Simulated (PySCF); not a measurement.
**BeAs−: bond curves at several levels of theory**

An exercise on one series of results from a longer session: the logs are not shown, and one member is left open.

Program: PySCF 2.14.0. Level of theory: Be aug-cc-pVDZ-DK, As aug-cc-pVDZ-DK, spin-free X2C with a Gaussian nucleus. These are calculated values, not measurements.

2 further runs of the same task are left out: 2 set aside as unsound or not needed.

The first run:

Settings of the job:

```json
{
  "atoms": "Be, As",
  "charge": "-1",
  "basis": "Be aug-cc-pVDZ-DK, As aug-cc-pVDZ-DK",
  "Hamiltonian": "spin-free X2C with a Gaussian nucleus",
  "basis functions": "59",
  "electrons treated": "38",
  "masses in u": "9.0122, 74.9216",
  "levels": "PBE0, PBE, r²SCAN, B97-3, MN15, LDA, ωB97X, MP2, SCS-MP2, CCSD, CCSD(T)",
  "grid": "80 radial by 434 angular points",
  "occupations": "held fixed by the projection of orbital angular momentum",
  "dissociation limit": "Be + As−, each in its ground configuration",
  "starting distance in angstrom": "2.235",
  "values of 2S to try": "0, 2"
}
```

Launch:

```console
$ OMP_NUM_THREADS=1 python dia.py task.json out
```

Among the steps run: Input; The PBE0 curve of the state that the search chose; Higher solutions at PBE0; PBE (GGA); r²SCAN; B97-3 (global hybrid GGA); MN15; LDA; ωB97X (range-separated hybrid); Correlated methods on the Hartree–Fock reference.

One of the session's tables, all rows but one given; the rest of the session is left out.

It belongs to the step «The curves together». Energy (eV) from each level's lowest point:

```
R (Å)  UHF-MP2  UHF-SCS-MP2  UHF-CCSD  UHF-CCSD(T)    LDA
1.780    0.790        0.814       n/a          n/a  0.647
1.863    0.363        0.381     0.376        0.395  0.277
1.946    0.120        0.132     0.130        0.141  0.077
2.008        ?            ?         ?            ?      ?
2.070    0.000        0.000     0.000        0.000  0.000
2.132    0.017        0.010     0.010        0.005  0.031
2.215    0.097        0.080     0.075        0.065  0.120
2.318    0.261        0.230     0.209        0.195  0.285
2.443    0.517        0.470     0.405        0.396  0.525
2.608    0.879        0.810       n/a          n/a  0.867
```

**Question.** Estimate the row for R (Å) = 2.008.

Worked estimate for «UHF-MP2». A straight line through the neighbours (1.946, 0.120) and (2.070, 0.000) gives 0.120 + (0.000 − 0.120) × (2.008 − 1.946) / (2.070 − 1.946) = 0.060; a parabola fitted to 4 rows on both sides gives 0.027.

**Answer.** UHF-MP2: 0.030; UHF-SCS-MP2: 0.036; UHF-CCSD: 0.035; UHF-CCSD(T): 0.041; LDA: 0.011. In «UHF-MP2» the line misses by +0.030 and the parabola by -0.003.

Limits of these values: At some levels the lowest empty orbital lies below the highest filled one (the two can be of opposite spin).
